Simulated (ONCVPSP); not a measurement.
**Changing the settings of an ONCV potential for Sn**

One potential is built and tested. Then one design choice at a time is changed, to learn what it costs or gains.

The numbers are computed with ONCVPSP 4.0.1 (BLYP, scalar-relativistic, spin-unpolarised reference atom).

1 further run of the same task is left out (it didn't finish).

## (1) The atom and the settings

Typed settings, in words:

- element: tin (Sn, Z = 50)
- type: optimised norm-conserving Vanderbilt (ONCV)
- frozen core: [Kr]
- valence charge: 14
- reference configuration: 4d10 5s2 5p2
- partial waves: 5s: rc 1.80 bohr, ncon 3, nbas 7, qcut 2.9 1/bohr, 1 projector; 5p: rc 2.70 bohr, ncon 3, nbas 6, qcut 2.6 1/bohr, 2 projectors, debl 3 Ha; 4d: rc 1.45 bohr, ncon 4, nbas 8, qcut 9.2 1/bohr, 1 projector
- local potential: polynomial inside 1.15 bohr (lpopt 5, dvloc0 2 Ha)
- core correction: not asked for

The outer shells as boxes (Hund's rule for the drawing; the calculation is spin-unpolarised):

```
[Kr] core
4d [↑↓][↑↓][↑↓][↑↓][↑↓]
5s [↑↓]
5p [↑ ][↑ ][  ]
```

## (2) Generation of the first potential

The input, Sn.dat:

```
# ATOM AND REFERENCE CONFIGURATION
# atsym  z   nc   nv     iexc    psfile
  Sn 50.00    8    3  -106131      upf
#
#   n    l    f
    1    0    2.00
    2    0    2.00
    2    1    6.00
    3    0    2.00
    3    1    6.00
    3    2   10.00
    4    0    2.00
    4    1    6.00
    4    2   10.00
    5    0    2.00
    5    1    2.00
#
# PSEUDOPOTENTIAL AND OPTIMIZATION
# lmax
    2
#
#   l,   rc,      ep,       ncon, nbas, qcut
    0    1.80    0.00    3    7    2.90
    1    2.70    0.00    3    6    2.60
    2    1.45    0.00    4    8    9.20
#
# LOCAL POTENTIAL
# lloc, lpopt,  rc(5),   dvloc0
    4    5    1.15    2.00
#
# VANDERBILT-KLEINMAN-BYLANDER PROJECTORs
# l, nproj, debl
    0    1    2.70
    1    2    3.00
    2    1    1.30
#
# MODEL CORE CHARGE
# icmod, fcfact, rcfact
    0    0.00    0.00
#
# LOG DERIVATIVE ANALYSIS
# epsh1, epsh2, depsh
   -2.00    5.00    0.02
#
# OUTPUT GRID
# rlmax, drl
    6.00    0.01
#
# TEST CONFIGURATIONS
# ncnf
    4
# nvcnf
#   n    l    f
    3
    4    2   10.00
    5    0    2.00
    5    1    1.00
#
    3
    4    2   10.00
    5    0    2.00
    5    1    0.00
#
    3
    4    2   10.00
    5    0    1.00
    5    1    0.00
#
    3
    4    2    9.00
    5    0    2.00
    5    1    3.00
#
```

Command:

```
$ oncvpsp.x < Sn.dat > Sn.out
```

Output in Sn.out (without the consistency checks and plot data):

```text
ONCVPSP  (Optimized Norm-Conservinng Vanderbilt PSeudopotential)
scalar-relativistic version 4.0.1

#   n    l    f        energy (Ha)
    1    0    2.00    -1.0664175E+03
    2    0    2.00    -1.6098671E+02
    2    1    6.00    -1.4452917E+02
    3    0    2.00    -3.1051300E+01
    3    1    6.00    -2.5674623E+01
    3    2   10.00    -1.7394187E+01
    4    0    2.00    -4.9117972E+00
    4    1    6.00    -3.2863991E+00
    4    2   10.00    -9.4119472E-01
    5    0    2.00    -3.8473161E-01
    5    1    2.00    -1.3189057E-01

Reference configufation results
  iterations    26
  all-electron total energy (Ha)   -6.17783065D+03

Begin loop to  construct optimized pseudo wave functions
and semi-local pseudopoentials for all angular momenta

Calculating optimized projector #   1

 for l=   0

    Fraction of norm inside rc  0.250393
    Optimizing pswf for qcut=   2.91 a_B^-1,  ecut=   4.22 Ha
    Residual kinetic energy error=  7.32D-03 Ha

    Energy error per electron        Cutoff
         Ha          eV             Ha
         0.01000     0.27211        3.89
         0.00100     0.02721       13.81
         0.00010     0.00272       38.55
         0.00001     0.00027       60.45

   Wellstate for l =  1  n =  8
     eigenvalue =   2.8681
     asymptotic potential =   3.3681
     half-point radius =  4.9171

Calculating optimized projector #   1

 for l=   1

    Fraction of norm inside rc  0.388008
    Optimizing pswf for qcut=   2.60 a_B^-1,  ecut=   3.38 Ha
    Residual kinetic energy error=  4.95D-04 Ha

    Energy error per electron        Cutoff
         Ha          eV             Ha
         0.01000     0.27211        1.20
         0.00100     0.02721        1.92
         0.00010     0.00272       12.77
         0.00001     0.00027       22.17

Calculating optimized projector #   2

 for l=   1

    Fraction of norm inside rc  0.166015
    Optimizing pswf for qcut=   2.60 a_B^-1,  ecut=   3.38 Ha
    Residual kinetic energy error=  1.09D-01 Ha

    Energy error per electron        Cutoff
         Ha          eV             Ha
         0.01000     0.27211        6.83
         0.00100     0.02721       18.67
         0.00010     0.00272       27.18
         0.00001     0.00027       50.49

Calculating optimized projector #   1

 for l=   2

    Fraction of norm inside rc  0.806564
    Optimizing pswf for qcut=   9.20 a_B^-1,  ecut=  42.30 Ha
    Residual kinetic energy error=  5.02D-05 Ha

    Energy error per electron        Cutoff
         Ha          eV             Ha
         0.01000     0.27211       29.50
         0.00100     0.02721       35.66
         0.00010     0.00272       40.53
         0.00001     0.00027       96.69

Construct Vanderbilt / Kleinmman-Bylander projectors

B matrix Hermiticity error, ll=   1
   1   2    9.7347E-05

  Orthonormal projector coefficients  6.3969E+00  7.8258E-01

Pseudoatom total energy  -67.598286

Diagnostic tests using Vanderbilt-Kleinman-Bylander pseudopotentials
  1 or more projectors used as specified by nproj input data

   l    rcore       rmatch      e in        delta e   norm test  slope test

   0   1.8018349   1.8565425  -0.3847316   0.0000274   1.0000312   0.9996232

   1   2.7063109   2.7884804  -0.1318906   0.0000191   1.0000421   1.0006909
   1   2.7063109   2.7884804   2.8681094   0.0002318   1.0000921   1.0000921

   2   1.4527393   1.4968476  -0.9411947  -0.0000084   0.9999945   1.0000137

 Testing for bound ghosts
   n   l    E NL Schr. Eq   E Basis Diag.   E Cutoff

       0                       -5.796788     38.27  WARNING - GHOST(-)
   1   0       -0.384704       -0.376820     38.27

   2   1       -0.131871       -0.129086     20.92

   3   2       -0.941203       -0.940896    122.65

 Testing for highly-localized positive-energy ghosts
       l    <radius>/rc     E Basis Diag.   E Cutoff

       1        0.390451        1.808830     20.92  WARNING - GHOST(+)

Test configuration 0

   n   l     f        eae           eps        diff
   1   0  2.0000-1066.41745079
   2   0  2.0000 -160.98670633
   2   1  6.0000 -144.52917486
   3   0  2.0000  -31.05129961
   3   1  6.0000  -25.67462253
   3   2 10.0000  -17.39418676
   4   0  2.0000   -4.91179720
   4   1  6.0000   -3.28639908
   4   2 10.0000   -0.94119472   -0.94120309   -8.38D-06
   5   0  2.0000   -0.38473161   -0.38470418    2.74D-05
   5   1  2.0000   -0.13189057   -0.13187145    1.91D-05

    Total energies and differences
      AE_ref= -6.17783065D+03  AE_tst= -6.17783065D+03  dif=  0.00D+00
      PS_ref= -6.75982863D+01  PS_tst= -6.75982863D+01  dif= -2.84D-14
      PSP excitation error=  2.84D-14

Test configuration 1

   n   l     f        eae           eps        diff
   1   0  2.0000-1066.71395093
   2   0  2.0000 -161.28166834
   2   1  6.0000 -144.82431486
   3   0  2.0000  -31.34591035
   3   1  6.0000  -25.96924602
   3   2 10.0000  -17.68875735
   4   0  2.0000   -5.20588072
   4   1  6.0000   -3.58044453
   4   2 10.0000   -1.23419763   -1.23368249    5.15D-04
   5   0  2.0000   -0.65323611   -0.65314511    9.10D-05
   5   1  1.0000   -0.37572267   -0.37573514   -1.25D-05

    Total energies and differences
      AE_ref= -6.17783065D+03  AE_tst= -6.17758071D+03  dif=  2.50D-01
      PS_ref= -6.75982863D+01  PS_tst= -6.73483094D+01  dif=  2.50D-01
      PSP excitation error= -3.72D-05

Test configuration 2

   n   l     f        eae           eps        diff
   1   0  2.0000-1067.06829138
   2   0  2.0000 -161.63282506
   2   1  6.0000 -145.17582118
   3   0  2.0000  -31.69625343
   3   1  6.0000  -26.31961217
   3   2 10.0000  -18.03903315
   4   0  2.0000   -5.55468807
   4   1  6.0000   -3.92903785
   4   2 10.0000   -1.58039106   -1.57945892    9.32D-04
   5   0  2.0000   -0.96103944   -0.96119594   -1.57D-04

    Total energies and differences
      AE_ref= -6.17783065D+03  AE_tst= -6.17706694D+03  dif=  7.64D-01
      PS_ref= -6.75982863D+01  PS_tst= -6.68341908D+01  dif=  7.64D-01
      PSP excitation error= -3.84D-04

Test configuration 3

   n   l     f        eae           eps        diff
   1   0  2.0000-1067.52168752
   2   0  2.0000 -162.08024345
   2   1  6.0000 -145.62360814
   3   0  2.0000  -32.14308428
   3   1  6.0000  -26.76643782
   3   2 10.0000  -18.48566130
   4   0  2.0000   -5.99829393
   4   1  6.0000   -4.37179719
   4   2 10.0000   -2.01672746   -2.01280026    3.93D-03
   5   0  1.0000   -1.32824583   -1.32746068    7.85D-04

    Total energies and differences
      AE_ref= -6.17783065D+03  AE_tst= -6.17592433D+03  dif=  1.91D+00
      PS_ref= -6.75982863D+01  PS_tst= -6.56916327D+01  dif=  1.91D+00
      PSP excitation error= -3.26D-04

Test configuration 4

   n   l     f        eae           eps        diff
   1   0  2.0000-1066.70119789
   2   0  2.0000 -161.28530938
   2   1  6.0000 -144.82689190
   3   0  2.0000  -31.33964706
   3   1  6.0000  -25.96299278
   3   2 10.0000  -17.68470766
   4   0  2.0000   -5.16445895
   4   1  6.0000   -3.52890955
   4   2  9.0000   -1.15255665   -1.15860108   -6.04D-03
   5   0  2.0000   -0.45480144   -0.45229801    2.50D-03
   5   1  3.0000   -0.17074675   -0.17026390    4.83D-04

    Total energies and differences
      AE_ref= -6.17783065D+03  AE_tst= -6.17693530D+03  dif=  8.95D-01
      PS_ref= -6.75982863D+01  PS_tst= -6.66994947D+01  dif=  8.99D-01
      PSP excitation error= -3.44D-03
```

Run time: 3.7 s. Hardware: 1 thread, shared host.

All-electron and pseudo partial waves u(r) = r·R(r), from the program's wave files:

```csv
r (bohr),4d AE,4d PS,5p AE,5p PS
0.135,-0.4361,0.0180,0.0157,0.0039
0.270,-0.4398,0.1283,0.1534,0.0156
0.405,0.0704,0.3565,-0.0166,0.0350
0.540,0.5711,0.6445,-0.1914,0.0618
0.675,0.8847,0.8947,-0.2552,0.0955
0.810,1.0172,1.0349,-0.2192,0.1349
0.945,1.0256,1.0516,-0.1249,0.1787
1.080,0.9642,0.9810,-0.0072,0.2252
1.215,0.8704,0.8749,0.1122,0.2727
1.350,0.7662,0.7663,0.2221,0.3200
1.485,0.6634,0.6634,0.3174,0.3661
1.620,0.5681,0.5681,0.3966,0.4105
1.755,0.4827,0.4827,0.4604,0.4527
1.890,0.4080,0.4080,0.5098,0.4920
2.025,0.3434,0.3434,0.5465,0.5273
2.160,0.2883,0.2883,0.5724,0.5573
2.295,0.2414,0.2414,0.5889,0.5800
2.430,0.2018,0.2018,0.5977,0.5941
2.565,0.1685,0.1685,0.5999,0.5993
2.700,0.1405,0.1405,0.5968,0.5967
2.835,0.1171,0.1171,0.5893,0.5893
2.970,0.0975,0.0975,0.5785,0.5784
3.105,0.0811,0.0811,0.5649,0.5649
3.240,0.0675,0.0675,0.5492,0.5492
3.375,0.0561,0.0561,0.5319,0.5319
3.510,0.0467,0.0467,0.5136,0.5136
```

## (3) Transferability, from the output's test configurations

The tests as a table, with energies relative to 4d10 5s2 5p2.

```csv
valence configuration,charge,ΔE all-electron (eV),error AE − PS (meV)
4d10 5s2 5p1,+1,6.801,-1.0
4d10 5s2 5p0,+2,20.782,-10
4d10 5s1 5p0,+3,51.874,-8.9
4d9 5s2 5p3,0,24.364,-94
```

## (4) Scattering by logarithmic derivatives

Taken from the files of the generation run. The phase is arctan(r·R′/R) of the radial function R, unwrapped, with energies in Ha. A pole is an energy at which the radial function vanishes at the test radius. The pseudo phase is shifted by a multiple of π to meet the all-electron one at the reference energy. Levels narrower than the energy grid can be missing from the poles. The last column is the largest difference on the grid between −0.5 and +0.5 Ha.

```tsv
channel	radius (bohr)	reference (Ha)	poles AE	poles PS	window around the reference with phases within 0.05 rad (Ha)	largest difference near zero (rad)
s	1.82	-0.38	2.88	1.86	below 1.3	0.017
p	2.74	-0.13	0.73, 4.57	0.71, 1.83, 4.54	below 1.5	0.003
d	1.47	-0.94	0.08	0.09	below 2.9	0.002
```

Phases (rad) along the scan:

```csv
E (Ha),s AE,s PS,p AE,p PS
-1.98,1.044,1.020,1.319,1.317
-1.62,0.914,0.888,1.275,1.273
-1.26,0.694,0.671,1.201,1.199
-0.90,0.307,0.292,1.050,1.047
-0.54,-0.258,-0.260,0.582,0.578
-0.18,-0.753,-0.755,-0.755,-0.755
0.18,-1.048,-1.060,-1.326,-1.327
0.54,-1.218,-1.241,-1.510,-1.514
0.90,-1.325,-1.359,-1.616,-1.625
1.26,-1.397,-1.446,-1.714,-1.736
1.62,-1.451,-1.521,-1.857,-1.987
1.98,-1.493,-1.598,-2.244,-5.180
2.34,-1.527,-1.702,-3.684,-6.763
2.70,-1.557,-1.916,-4.340,-7.481
3.06,-1.584,-2.844,-4.513,-7.655
3.42,-1.610,-4.149,-4.593,-7.734
3.78,-1.636,-4.425,-4.642,-7.783
4.14,-1.663,-4.528,-4.678,-7.819
4.50,-1.694,-4.586,-4.707,-7.850
4.86,-1.729,-4.624,-4.735,-7.881
```

## (5) Plane-wave cutoff and ghosts

From the same output: the cutoffs (Ha) at which the residual kinetic energy of the hardest occupied pseudo-wave falls to 1 and 0.1 mHa per electron are 36 Ha and 41 Ha.

The program's own ghost test: GHOST(-) flagged for s at -157.7 eV; GHOST(+) flagged for p at 49.2 eV.

Cutoff (Ha) at which the first wave of each channel reaches a given error (Ha per electron):

```csv
error,s,p,d
1.0e-02,3.9,1.2,29.5
3.2e-03,5.8,1.5,32.9
1.0e-03,13.8,1.9,35.7
3.2e-04,32.5,4.4,38.1
1.0e-04,38.5,12.8,40.5
3.2e-05,44.8,15.7,50.0
1.0e-05,60.5,22.2,96.7
```

## (6) Changed: d: rc 1.45 → 1.46 bohr

Edit Sn.dat of step 2 so:

```diff
@@ -24,3 +24,3 @@
     1    2.70    0.00    3    6    2.60
-    2    1.45    0.00    4    8    9.20
+    2    1.46    0.00    4    8    9.20
 #
```

Command:

```
$ oncvpsp.x < Sn.dat > Sn.out
```

The output, Sn.out (without the consistency checks and plot data):

```text
ONCVPSP  (Optimized Norm-Conservinng Vanderbilt PSeudopotential)
scalar-relativistic version 4.0.1

[... all-electron levels as in step 2 ...]

Begin loop to  construct optimized pseudo wave functions
and semi-local pseudopoentials for all angular momenta

Calculating optimized projector #   1

 for l=   0

    Fraction of norm inside rc  0.250393
    Optimizing pswf for qcut=   2.91 a_B^-1,  ecut=   4.22 Ha
    Residual kinetic energy error=  7.32D-03 Ha

    Energy error per electron        Cutoff
         Ha          eV             Ha
         0.01000     0.27211        3.89
         0.00100     0.02721       13.81
         0.00010     0.00272       38.55
         0.00001     0.00027       60.45

   Wellstate for l =  1  n =  8
     eigenvalue =   2.8681
     asymptotic potential =   3.3681
     half-point radius =  4.9171

Calculating optimized projector #   1

 for l=   1

    Fraction of norm inside rc  0.388008
    Optimizing pswf for qcut=   2.60 a_B^-1,  ecut=   3.38 Ha
    Residual kinetic energy error=  4.95D-04 Ha

    Energy error per electron        Cutoff
         Ha          eV             Ha
         0.01000     0.27211        1.20
         0.00100     0.02721        1.92
         0.00010     0.00272       12.77
         0.00001     0.00027       22.17

Calculating optimized projector #   2

 for l=   1

    Fraction of norm inside rc  0.166015
    Optimizing pswf for qcut=   2.60 a_B^-1,  ecut=   3.38 Ha
    Residual kinetic energy error=  1.09D-01 Ha

    Energy error per electron        Cutoff
         Ha          eV             Ha
         0.01000     0.27211        6.83
         0.00100     0.02721       18.67
         0.00010     0.00272       27.18
         0.00001     0.00027       50.49

Calculating optimized projector #   1

 for l=   2

    Fraction of norm inside rc  0.810643
    Optimizing pswf for qcut=   9.20 a_B^-1,  ecut=  42.32 Ha
    Residual kinetic energy error=  4.52D-05 Ha

    Energy error per electron        Cutoff
         Ha          eV             Ha
         0.01000     0.27211       29.39
         0.00100     0.02721       35.53
         0.00010     0.00272       40.36
         0.00001     0.00027       92.05

Construct Vanderbilt / Kleinmman-Bylander projectors

B matrix Hermiticity error, ll=   1
   1   2    9.7347E-05

  Orthonormal projector coefficients  6.3969E+00  7.8258E-01

Pseudoatom total energy  -67.589678

Diagnostic tests using Vanderbilt-Kleinman-Bylander pseudopotentials
  1 or more projectors used as specified by nproj input data

   l    rcore       rmatch      e in        delta e   norm test  slope test

   0   1.8018349   1.8565425  -0.3847316   0.0000274   1.0000312   0.9996232

   1   2.7063109   2.7884804  -0.1318906   0.0000191   1.0000421   1.0006909
   1   2.7063109   2.7884804   2.8681094   0.0002318   1.0000921   1.0000921

   2   1.4614558   1.5058287  -0.9411947  -0.0000082   0.9999945   1.0000134

 Testing for bound ghosts
   n   l    E NL Schr. Eq   E Basis Diag.   E Cutoff

       0                       -5.796788     38.27  WARNING - GHOST(-)
   1   0       -0.384704       -0.376820     38.27

   2   1       -0.131871       -0.129086     20.92

   3   2       -0.941203       -0.940917    121.20

 Testing for highly-localized positive-energy ghosts
       l    <radius>/rc     E Basis Diag.   E Cutoff

       1        0.390451        1.808830     20.92  WARNING - GHOST(+)

Test configuration 0

   n   l     f        eae           eps        diff
   1   0  2.0000-1066.41745079
   2   0  2.0000 -160.98670633
   2   1  6.0000 -144.52917486
   3   0  2.0000  -31.05129961
   3   1  6.0000  -25.67462253
   3   2 10.0000  -17.39418676
   4   0  2.0000   -4.91179720
   4   1  6.0000   -3.28639908
   4   2 10.0000   -0.94119472   -0.94120287   -8.16D-06
   5   0  2.0000   -0.38473161   -0.38470418    2.74D-05
   5   1  2.0000   -0.13189057   -0.13187145    1.91D-05

    Total energies and differences
      AE_ref= -6.17783065D+03  AE_tst= -6.17783065D+03  dif=  0.00D+00
      PS_ref= -6.75896779D+01  PS_tst= -6.75896779D+01  dif= -1.14D-13
      PSP excitation error=  1.14D-13

Test configuration 1

   n   l     f        eae           eps        diff
   1   0  2.0000-1066.71395093
   2   0  2.0000 -161.28166834
   2   1  6.0000 -144.82431486
   3   0  2.0000  -31.34591035
   3   1  6.0000  -25.96924602
   3   2 10.0000  -17.68875735
   4   0  2.0000   -5.20588072
   4   1  6.0000   -3.58044453
   4   2 10.0000   -1.23419763   -1.23368375    5.14D-04
   5   0  2.0000   -0.65323611   -0.65314498    9.11D-05
   5   1  1.0000   -0.37572267   -0.37573507   -1.24D-05

    Total energies and differences
      AE_ref= -6.17783065D+03  AE_tst= -6.17758071D+03  dif=  2.50D-01
      PS_ref= -6.75896779D+01  PS_tst= -6.73397010D+01  dif=  2.50D-01
      PSP excitation error= -3.72D-05

Test configuration 2

   n   l     f        eae           eps        diff
   1   0  2.0000-1067.06829138
   2   0  2.0000 -161.63282506
   2   1  6.0000 -145.17582118
   3   0  2.0000  -31.69625343
   3   1  6.0000  -26.31961217
   3   2 10.0000  -18.03903315
   4   0  2.0000   -5.55468807
   4   1  6.0000   -3.92903785
   4   2 10.0000   -1.58039106   -1.57946328    9.28D-04
   5   0  2.0000   -0.96103944   -0.96119552   -1.56D-04

    Total energies and differences
      AE_ref= -6.17783065D+03  AE_tst= -6.17706694D+03  dif=  7.64D-01
      PS_ref= -6.75896779D+01  PS_tst= -6.68255826D+01  dif=  7.64D-01
      PSP excitation error= -3.84D-04

Test configuration 3

   n   l     f        eae           eps        diff
   1   0  2.0000-1067.52168752
   2   0  2.0000 -162.08024345
   2   1  6.0000 -145.62360814
   3   0  2.0000  -32.14308428
   3   1  6.0000  -26.76643782
   3   2 10.0000  -18.48566130
   4   0  2.0000   -5.99829393
   4   1  6.0000   -4.37179719
   4   2 10.0000   -2.01672746   -2.01281289    3.91D-03
   5   0  1.0000   -1.32824583   -1.32745990    7.86D-04

    Total energies and differences
      AE_ref= -6.17783065D+03  AE_tst= -6.17592433D+03  dif=  1.91D+00
      PS_ref= -6.75896779D+01  PS_tst= -6.56830251D+01  dif=  1.91D+00
      PSP excitation error= -3.26D-04

Test configuration 4

   n   l     f        eae           eps        diff
   1   0  2.0000-1066.70119789
   2   0  2.0000 -161.28530938
   2   1  6.0000 -144.82689190
   3   0  2.0000  -31.33964706
   3   1  6.0000  -25.96299278
   3   2 10.0000  -17.68470766
   4   0  2.0000   -5.16445895
   4   1  6.0000   -3.52890955
   4   2  9.0000   -1.15255665   -1.15855847   -6.00D-03
   5   0  2.0000   -0.45480144   -0.45230121    2.50D-03
   5   1  3.0000   -0.17074675   -0.17026468    4.82D-04

    Total energies and differences
      AE_ref= -6.17783065D+03  AE_tst= -6.17693530D+03  dif=  8.95D-01
      PS_ref= -6.75896779D+01  PS_tst= -6.66909057D+01  dif=  8.99D-01
      PSP excitation error= -3.42D-03
```

Wall time 3.7 s (1 thread, shared host).

The tests as a table, with energies relative to 4d10 5s2 5p2.

```csv
valence configuration,charge,ΔE all-electron (eV),error AE − PS (meV)
4d10 5s2 5p1,+1,6.801,-1.0
4d10 5s2 5p0,+2,20.782,-10
4d10 5s1 5p0,+3,51.874,-8.9
4d9 5s2 5p3,0,24.364,-93
```

Compared with the first run, the loose cutoff stays at 36 Ha, the largest test error goes from -94 to -93 meV and a bound ghost remains (s).

## (7) Results

Cutoffs, loose and tight: the cutoffs (Ha) at which the residual kinetic energy of the hardest occupied pseudo-wave falls to 1 and 0.1 mHa per electron; empty and scattering waves don't count. The number of plane waves in a given cell goes as the cutoff to the power 3/2; it is given for the loose cutoff, relative to the first potential. Test errors are all-electron less pseudo; runs with another core, reference, functional or relativity have tests of their own. The phase difference is the largest within 0.5 Ha of zero, over the channels with partial waves. 6 further runs were made in the same way; their inputs and logs are not shown.

```tsv
change	outcome	cutoff, loose	cutoff, tight	plane waves, relative	bound ghosts	largest test error (meV)	phase difference near zero (rad)
first potential	generated	36 Ha	41 Ha	1.00	s	-94	0.017
d: rc 1.45 → 1.46 bohr	generated	36 Ha	40 Ha	0.99	s	-93	0.017
s: rc 1.8 → 1.7 bohr	generated	36 Ha	41 Ha	1.00	s	-96	0.024
d: qcut 9.2 → 10.8 1/bohr	generated	41 Ha	47 Ha	1.22	s	-101	0.017
s: qcut 2.9 → 2.2 1/bohr; p: qcut 2.6 → 2 1/bohr; d: qcut 9.2 → 7 1/bohr	generated	96 Ha	116 Ha	4.43	s	-54	0.018
functional PBE	generated	36 Ha	40 Ha	1.00	s	-102	0.017
all radii scaled by 1.16 (s 2.08, p 3.12, d 1.68 bohr); local potential polynomial inside 1.32 bohr (lpopt 5, dvloc0 2 Ha)	generated	32 Ha	37 Ha	0.86	s	-70	0.010
core [Ar] 3d10, valence charge 22; reference 4s2 4p6 4d10 5s2 5p2; waves now 4s+5s: rc 1.35 bohr, ncon 4, nbas 7, qcut 11.4 1/bohr, 3 projectors, debl 1.8 Ha; 4p+5p: rc 1.75 bohr, ncon 3, nbas 6, qcut 9.1 1/bohr, 2 projectors; 4d: rc 1.35 bohr, ncon 5, nbas 9, qcut 11.8 1/bohr, local; local potential the d channel	generated	45 Ha	53 Ha	1.41	none	-12	0.000
```

The softest is the variant "all radii scaled by 1.16 (s 2.08, p 3.12, d 1.68 bohr); local potential …", at 32 Ha, though it has a bound ghost; the highest cutoff read, 96 Ha, costs 5.1 times the plane waves. 7 of the 8 potentials written have a bound ghost.

The first potential by itself. A bound ghost (s) makes it unfit for use: electrons can fall into a state that the atom doesn't have. By total energies transferability is fair: the largest error is 94 meV on 24.4 eV, for 4d9 5s2 5p3. By its cutoff, 36 Ha for the looser tolerance, it is hard. At the looser tolerance the 4d wave is the slowest; 5s needs 14 Ha.
